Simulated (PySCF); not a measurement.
# In(OH)3: geometry, NMR shifts and electronic excitations

What NMR shifts and electronic excitations should In(OH)3 (`[OH][In]([OH])[OH]`) show?

Computed with PySCF 2.14.0, with density-fitted response routines of our own, on a single molecule in the gas phase. Atoms are numbered from 0 throughout.

## (1) The starting structure

7 atoms, charge 0, multiplicity 1; geometry from: GFN2-xTB.

Bonds of the start (Å): In0–O1 1.93, In0–O3 1.93, In0–O5 1.93, O1–H2 0.96, O3–H4 0.96, O5–H6 0.96.

## (2) Geometry optimisation at PBE0-D3(BJ)/def2-SVP

Job settings and geometry (Å):

```
{"job": {"xc": "PBE0", "basis": "def2-SVP", "d3": "d3bj", "grid": 1, "maxiter": 40, "kind": "geom"}, "charge": 0, "multiplicity": 1}
In    -0.000060    -0.000330     0.000860
O      1.842690     0.347700     0.463010
H      2.356590    -0.454930     0.375290
O     -1.300590     1.425700     0.077390
H     -0.877430     2.235270     0.362820
O     -0.541940    -1.773350    -0.542770
H     -1.479250    -1.780050    -0.736610
```

Standard output:

```text
step   0  E = -417.21055058  max force = 0.022777
step   1  E = -417.21447498  max force = 0.010349
step   2  E = -417.21550264  max force = 0.001410
step   3  E = -417.21552324  max force = 0.000184
step   4  E = -417.21552524  max force = 0.000205
optimisation converged
```

Wall time 25 s (1 thread, shared host).

Step by step:

```tsv
step	energy from step 0 (eV)	largest force component (eV/Å)
0	0.0000	1.1712
1	-0.1068	0.5322
2	-0.1348	0.0725
3	-0.1353	0.0095
4	-0.1354	0.0105
```

Distances of close pairs at the start and the end, largest changes first:

```tsv
bond	before (Å)	after (Å)	change (Å)
In0–O3	1.932	1.989	+0.058
In0–O1	1.931	1.989	+0.058
In0–O5	1.932	1.989	+0.057
O3–H4	0.957	0.965	+0.008
O1–H2	0.957	0.965	+0.008
O5–H6	0.957	0.965	+0.008
```

The next job starts from the end point, and lists it.

```tsv
at the end point	value
point group (found at 0.08 Å tolerance)	C3h
rotational constants (GHz, main isotopes)	4.850, 4.831, 2.420
dipole moment (D)	0.04
```

## (3) NMR shieldings: PBE0/def2-TZVP+pcSseg-1

Job settings and geometry (Å):

```
{"job": {"kind": "nmr", "xc": "PBE0", "basis": {"default": "pcSseg-1", "In": "def2-TZVP"}}, "charge": 0, "multiplicity": 1}
In     0.001187     0.002407    -0.001856
O      1.905618     0.330798     0.469352
H      2.425127    -0.478363     0.391815
O     -1.318676     1.488849     0.072985
H     -0.902424     2.307370     0.368617
O     -0.583266    -1.817534    -0.552053
H     -1.527556    -1.833516    -0.748869
```

With the program's defaults for keys left out, this is: GIAO PBE0/pcSseg-1 In:def2-TZVP NMR shielding, scalar relativity only through core potentials, gas phase.

Standard output:

```text
coarse grid: 31048 points
cycle   1  E = -416.6714137658  dE = -3.203e+01  |g| = 1.975e+00  |ddm| = 4.627e+01
cycle   2  E = -416.6195994925  dE =  5.181e-02  |g| = 2.306e+00  |ddm| = 6.224e+00
cycle   3  E = -417.3981071638  dE = -7.785e-01  |g| = 1.029e-01  |ddm| = 2.216e+00
cycle   4  E = -417.3959616923  dE =  2.145e-03  |g| = 1.557e-01  |ddm| = 2.259e-01
cycle   5  E = -417.4003907351  dE = -4.429e-03  |g| = 7.967e-03  |ddm| = 1.455e-01
cycle   6  E = -417.4004044965  dE = -1.376e-05  |g| = 1.272e-03  |ddm| = 1.141e-02
cycle   7  E = -417.4004049367  dE = -4.402e-07  |g| = 5.282e-04  |ddm| = 2.615e-03
final grid: 63784 points
cycle   8  E = -417.4004809760  dE =  7.459e-08  |g| = 9.944e-04  |ddm| = 1.045e-03
cycle   9  E = -417.4004804123  dE =  5.637e-07  |g| = 2.007e-03  |ddm| = 1.912e-03
cycle  10  E = -417.4004811599  dE = -7.476e-07  |g| = 5.420e-05  |ddm| = 1.273e-03
cycle  11  E = -417.4004811604  dE = -4.787e-10  |g| = 1.318e-05  |ddm| = 3.839e-05
converged SCF energy = -417.4004811604

GIAO shielding tensors (ppm)
atom      isotropic    diamagn.    paramagn.     s11        s22        s33       span
  0 In         nan         nan         nan        nan        nan        nan        nan
  1 O      299.284     384.888     -85.604    229.696    330.162    337.994    108.298
  2 H       29.564      30.172      -0.608     20.420     24.476     43.795     23.375
  3 O      299.342     384.877     -85.535    229.819    330.254    337.953    108.134
  4 H       29.563      30.167      -0.604     20.418     24.448     43.822     23.404
  5 O      299.271     384.894     -85.623    229.835    330.032    337.947    108.111
  6 H       29.565      30.172      -0.607     20.422     24.457     43.815     23.394
```

Run time: 12 s. Hardware: 1 thread, shared host.

The references, computed at this level on geometries of the same kind, shield at (ppm): 1H TMS 31.27, 17O H2O 334.6. Their shielding less the atom's gives the shift. The references are single molecules in the gas phase, so shifts against H2O, NH3, PH3, H3PO4 or CFCl3 are not on the usual liquid scales and can be off by tens of ppm. Atoms listed in one row are averaged.

```tsv
atoms	environment	σ (ppm)	δ (ppm)
H2, H4, H6	hydrogen on an oxygen bonded to In	29.56	1.70
O1, O3, O5	oxygen bonded to In, H	299.3	35.3
```

Atoms past Kr carry core potentials, so their printed shieldings have no meaning and are left out of the table.

Charges from the same density, by scheme (e):

```tsv
atoms	Mulliken	ESP fit
In0	0.90	1.17
O1, O3, O5	-0.55	-0.81
```

Mayer bond orders: In0–O1 1.05, In0–O3 1.05, In0–O5 1.05.

With diffuse functions Mulliken charges and Mayer bond orders lose their meaning; the other schemes are steadier.

## (4) Ultraviolet spectrum: CAM-B3LYP/def2-SVPD

Settings changed since step 3:

```diff
@@ -1,2 +1,2 @@
-{"job": {"kind": "nmr", "xc": "PBE0", "basis": {"default": "pcSseg-1", "In": "def2-TZVP"}}, "charge": 0, "multiplicity": 1}
+{"job": {"kind": "uv", "xc": "CAM-B3LYP", "basis": "def2-SVPD", "ip": true, "nstates": 10}, "charge": 0, "multiplicity": 1}
 In     0.001187     0.002407    -0.001856
```

With the program's defaults for keys left out, this is: TDDFT CAM-B3LYP/def2-SVPD, vertical, gas phase, core orbitals frozen in the response.

Standard output:

```text
coarse grid: 31048 points
cycle   1  E = -416.7416795686  dE = -2.087e+01  |g| = 1.810e+00  |ddm| = 1.329e+01
cycle   2  E = -417.0856738623  dE = -3.440e-01  |g| = 1.384e+00  |ddm| = 6.651e+00
cycle   3  E = -417.3915877001  dE = -3.059e-01  |g| = 2.245e-01  |ddm| = 2.122e+00
cycle   4  E = -417.3999476453  dE = -8.360e-03  |g| = 8.661e-02  |ddm| = 2.496e-01
cycle   5  E = -417.4015330340  dE = -1.585e-03  |g| = 5.041e-03  |ddm| = 1.211e-01
cycle   6  E = -417.4015606944  dE = -2.766e-05  |g| = 1.516e-03  |ddm| = 2.020e-02
cycle   7  E = -417.4015624554  dE = -1.761e-06  |g| = 4.842e-04  |ddm| = 5.604e-03
final grid: 63784 points
cycle   8  E = -417.4015616248  dE = -5.834e-08  |g| = 6.793e-04  |ddm| = 1.609e-03
cycle   9  E = -417.4015614928  dE =  1.320e-07  |g| = 1.099e-03  |ddm| = 1.400e-03
cycle  10  E = -417.4015617187  dE = -2.259e-07  |g| = 4.002e-05  |ddm| = 8.370e-04
cycle  11  E = -417.4015617193  dE = -6.011e-10  |g| = 2.865e-05  |ddm| = 6.974e-05
converged SCF energy = -417.4015617193

Static polarisability (au): isotropic 46.038, principal 36.126 50.953 51.036

Singlet excitations
state   eV       nm        f      main configurations
  1   5.2804    234.8   0.00000   H->L 0.91
  2   5.2813    234.8   0.00002   H-1->L 0.91
  3   6.0465    205.1   0.09263   H-4->L 0.92
  4   6.2081    199.7   0.10934   H-2->L 0.80, H->L+1 0.15
  5   6.2122    199.6   0.11017   H-3->L 0.80, H-1->L+1 0.15
  6   7.1643    173.1   0.00002   H-5->L 0.79, H-4->L+1 0.12
  7   7.4324    166.8   0.00029   H-2->L+1 0.98
  8   7.4376    166.7   0.00007   H-3->L+1 0.98
  9   7.5880    163.4   0.17147   H->L+1 0.79, H-2->L 0.13
 10   7.5918    163.3   0.17236   H-1->L+1 0.78, H-3->L 0.14

Triplet excitations (Tamm-Dancoff, eV): 4.8631 4.8635 5.2154 5.2172
Vertical electron affinity (delta-SCF) = 0.6132 eV
```

Run time: 79 s. Hardware: 1 thread, shared host.

The orbitals next to the gap, with their largest atomic shares:

```tsv
orbital	eV	atoms
HOMO−3	-10.85	O3 52 %, O1 25 %, In0 10 %
HOMO−2	-10.84	O5 49 %, O1 30 %, In0 10 %
HOMO−1	-10.39	O3 54 %, O1 31 %, In0 5 %
HOMO	-10.38	O5 56 %, O1 28 %, In0 5 %
LUMO	-1.37	In0 53 %, O3 14 %, O1 14 %
LUMO+1	0.17	In0 63 %, O3 12 %, O1 12 %
LUMO+2	1.15	In0 46 %, O3 18 %, O5 12 %
```

With each of the 10 states as a Gaussian band of 0.4 eV half-width at 1/e, the curve within the window shown has maxima at 201 nm (ε 12,000), 163 nm (ε 14,000) L/(mol cm). Beyond the last state computed it falls off for lack of states. The curve at chosen wavelengths:

```
 nm  ε (L/mol/cm)
157          7880
161         12988
166         12628
170          7916
174          3589
178          1464
183          1596
187          3510
191          6609
196         10547
200         12139
204         11655
208          9539
213          6105
217          3725
221          2043
225          1020
230           381
234           160
238            63
243            19
247             7
251             2
255             1
260             0
264             0
```

Further results of this job:

```tsv
property	computed
dipole moment (D)	0.04
polarisability (Å³)	6.82
HOMO–LUMO gap (eV)	9.01
−ε(HOMO) (eV)	10.38
```

## (5) Shielding tensors: B3LYP/def2-TZVP+pcSseg-1

Settings changed since step 4:

```diff
@@ -1,2 +1,2 @@
-{"job": {"kind": "uv", "xc": "CAM-B3LYP", "basis": "def2-SVPD", "ip": true, "nstates": 10}, "charge": 0, "multiplicity": 1}
+{"job": {"kind": "nmr", "xc": "B3LYP", "basis": {"default": "pcSseg-1", "In": "def2-TZVP"}, "pop": false}, "charge": 0, "multiplicity": 1}
 In     0.001187     0.002407    -0.001856
```

With the program's defaults for keys left out, this is: GIAO B3LYP/pcSseg-1 In:def2-TZVP NMR shielding, scalar relativity only through core potentials, gas phase.

Standard output:

```text
coarse grid: 31048 points
cycle   1  E = -416.9352058860  dE = -3.190e+01  |g| = 2.045e+00  |ddm| = 4.613e+01
cycle   2  E = -416.6964173182  dE =  2.388e-01  |g| = 2.609e+00  |ddm| = 6.448e+00
cycle   3  E = -417.7057723789  dE = -1.009e+00  |g| = 1.837e-01  |ddm| = 2.425e+00
cycle   4  E = -417.7020939040  dE =  3.678e-03  |g| = 2.413e-01  |ddm| = 3.989e-01
cycle   5  E = -417.7125814573  dE = -1.049e-02  |g| = 9.876e-03  |ddm| = 2.245e-01
cycle   6  E = -417.7126033248  dE = -2.187e-05  |g| = 1.668e-03  |ddm| = 1.476e-02
cycle   7  E = -417.7126037780  dE = -4.531e-07  |g| = 9.028e-04  |ddm| = 2.188e-03
final grid: 63784 points
cycle   8  E = -417.7126801150  dE =  5.266e-07  |g| = 1.984e-03  |ddm| = 1.913e-03
cycle   9  E = -417.7126770227  dE =  3.092e-06  |g| = 4.526e-03  |ddm| = 4.134e-03
cycle  10  E = -417.7126808514  dE = -3.829e-06  |g| = 4.701e-05  |ddm| = 2.873e-03
cycle  11  E = -417.7126808517  dE = -3.250e-10  |g| = 1.763e-05  |ddm| = 3.843e-05
converged SCF energy = -417.7126808517

GIAO shielding tensors (ppm)
atom      isotropic    diamagn.    paramagn.     s11        s22        s33       span
  0 In         nan         nan         nan        nan        nan        nan        nan
  1 O      289.058     384.984     -95.926    209.060    322.290    335.823    126.762
  2 H       29.473      30.331      -0.858     20.640     24.483     43.297     22.658
  3 O      289.116     384.972     -95.856    209.187    322.381    335.782    126.595
  4 H       29.472      30.325      -0.853     20.637     24.455     43.325     22.687
  5 O      289.057     384.989     -95.932    209.232    322.163    335.775    126.542
  6 H       29.475      30.331      -0.856     20.641     24.464     43.318     22.677
```

It took 9.3 s on 1 thread, shared host.

This run: δ O1 45.0, H2 1.91 ppm (means over like atoms).

## (6) Run by run: NMR shifts

Shifts (ppm), means over like atoms, with basis size and wall time:

```tsv
run	H2	O1	functions	time
PBE0/def2-TZVP+pcSseg-1	1.70	35.3	116	12 s
B3LYP/def2-TZVP+pcSseg-1	1.91	45.0	116	9.3 s
```

## (7) Results

| quantity | value |
| --- | --- |
| point group | C3h |
| rotational constants (main isotopes) | 4.85, 4.83, 2.42 GHz |
| 1H shifts against TMS (PBE0/def2-TZVP+pcSseg-1, means over atoms taken as alike) | 1.70 ppm |
| 17O shifts against H2O (PBE0/def2-TZVP+pcSseg-1, means over atoms taken as alike) | 35.3 ppm |
| lowest singlet (CAM-B3LYP/def2-SVPD) | 5.28 eV (235 nm), f = 0.000 |
| brightest single state of those computed | state 10, 7.59 eV, f = 0.172 |
| lowest triplet | 4.86 eV |
| vertical electron affinity (ΔSCF) | 0.61 eV |
| range of the shift of O1 | 35.3 to 45.0 ppm |

What this shows: The optimisation took 4 steps and gained 0.135 eV; among the close pairs (by a distance rule), In0–O3 changed most, from 1.932 to 1.989 Å. At PBE0/def2-TZVP+pcSseg-1: The largest span, 108 ppm, is at O1, O3, O5, where the paramagnetic term is -86 ppm. The lowest singlet, at 5.28 eV, is HOMO→LUMO 0.91 and is dark; of the 10 states computed, the strongest absorption comes from states 9 to 10 together at 7.59 eV (the last computed, so partners may be missing). The lowest triplet lies 0.42 eV below the lowest singlet (triplets in Tamm-Dancoff, singlets in full TDDFT). Spin-orbit coupling, left out, mixes singlets and triplets in elements this heavy. Across the 2 runs the shift of O1 (with its like atoms) moves most, between 35.3 (PBE0/def2-TZVP+pcSseg-1) and 45.0 ppm (B3LYP/def2-TZVP+pcSseg-1). Spin-orbit coupling is left out, which matters for shieldings and couplings at and beside the heavy atoms.
